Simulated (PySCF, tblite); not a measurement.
# C6H17PSi: geometry, infrared bands and NMR shifts

Aim: predict the infrared bands and NMR shifts of C6H17PSi (`CCPC[Si](C)(C)C`).

Programs: tblite 0.8.0 and PySCF 2.14.0, with density-fitted response routines of our own. Each step states its level of theory. These are calculated values for one molecule in the gas phase, unless marked as measured. Atoms count from 0, in the outputs and in this text.

## (1) The starting structure

25 atoms, charge 0, multiplicity 1; geometry from: force field or distance geometry start.

Bonds of the start (Å): C0–C1 1.52, C1–P2 1.83, P2–C3 1.84, C3–Si4 1.88, Si4–C5 1.89, Si4–C6 1.89, Si4–C7 1.88, C0–H8 1.10, C0–H9 1.09, C0–H10 1.09, C1–H11 1.11, C1–H12 1.09, P2–H13 1.42, C3–H14 1.09, C3–H15 1.11, C5–H16 1.09, C5–H17 1.09, C5–H18 1.10, C6–H19 1.09, C6–H20 1.10, C6–H21 1.09, C7–H22 1.09, C7–H23 1.09, C7–H24 1.09.

## (2) Relaxing the molecule with GFN2-xTB

What the job is given:

```
{"job": {"kind": "relax", "xc": "GFN2-xTB", "basis": "xTB"}, "charge": 0, "multiplicity": 1}
C      4.158600     0.304500     0.075200
C      2.871800    -0.447900     0.395100
P      1.421000     0.261300    -0.458600
C      0.072800    -0.697800     0.343100
Si    -1.615600    -0.059400    -0.166400
C     -2.934900    -1.096000     0.696000
C     -1.866200    -0.224100    -2.029800
C     -1.839800     1.738300     0.344800
H      4.087100     1.353500     0.384800
H      4.362300     0.282000    -0.993300
H      4.998100    -0.142400     0.597700
H      2.707100    -0.434600     1.488900
H      2.985300    -1.498900     0.117600
H      1.302100     1.453900     0.294300
H      0.159100    -1.751000     0.072800
H      0.164800    -0.638000     1.452600
H     -2.832600    -2.144900     0.421100
H     -3.932800    -0.758400     0.423200
H     -2.822300    -1.011300     1.790100
H     -1.701100    -1.260100    -2.337600
H     -2.889700     0.066100    -2.296700
H     -1.175600     0.416400    -2.578000
H     -2.861000     2.071400     0.139600
H     -1.672400     1.845600     1.412300
H     -1.157100     2.395900    -0.195500
```

Command:

```console
$ OMP_NUM_THREADS=1 python probes_run.py task.json out
```

The driver reads the jobs from task.json and runs them one after another.

**Question.** This job is followed by: GFN2-xTB harmonic vibrations, gas phase; GIAO PBE0/pcSseg-1 NMR shielding, non-relativistic, gas phase. Predict these results of the whole session: strongest single infrared mode (GFN2-xTB); zero-point energy (GFN2-xTB); 13C shifts against TMS (PBE0/pcSseg-1, means over atoms taken as alike); 1H shifts against TMS (PBE0/pcSseg-1, means over atoms taken as alike); 31P shifts against H3PO4 (PBE0/pcSseg-1); 29Si shifts against TMS (PBE0/pcSseg-1).

The runs gave:

| quantity | value |
| --- | --- |
| strongest single infrared mode (GFN2-xTB) | 874 cm⁻¹, 313 km/mol |
| zero-point energy (GFN2-xTB) | 133.0 kcal/mol |
| 13C shifts against TMS (PBE0/pcSseg-1, means over atoms taken as alike) | 28.0, 14.5, 14.0, -0.7 ppm |
| 1H shifts against TMS (PBE0/pcSseg-1, means over atoms taken as alike) | 2.95, 1.66, 1.23, 0.75, 0.07 ppm |
| 31P shifts against H3PO4 (PBE0/pcSseg-1) | -99.1 ppm |
| 29Si shifts against TMS (PBE0/pcSseg-1) | 0.2 ppm |

The optimisation took 79 steps and gained 0.128 eV; among the close pairs (by a distance rule), C3–Si4 changed most, from 1.876 to 1.918 Å. All 69 modes are real, so the xTB geometry is a minimum. The strongest single mode, at 874 cm⁻¹, has its largest shares on Si4, H17, H20 and H22 (the list is cut at 4 atoms). Unscaled tight-binding wavenumbers are off by several per cent, some by more. Its intensities can rank the bands wrongly. At PBE0/pcSseg-1: The widest tensor belongs to P2: span 109 ppm, with a paramagnetic part of -553 ppm.
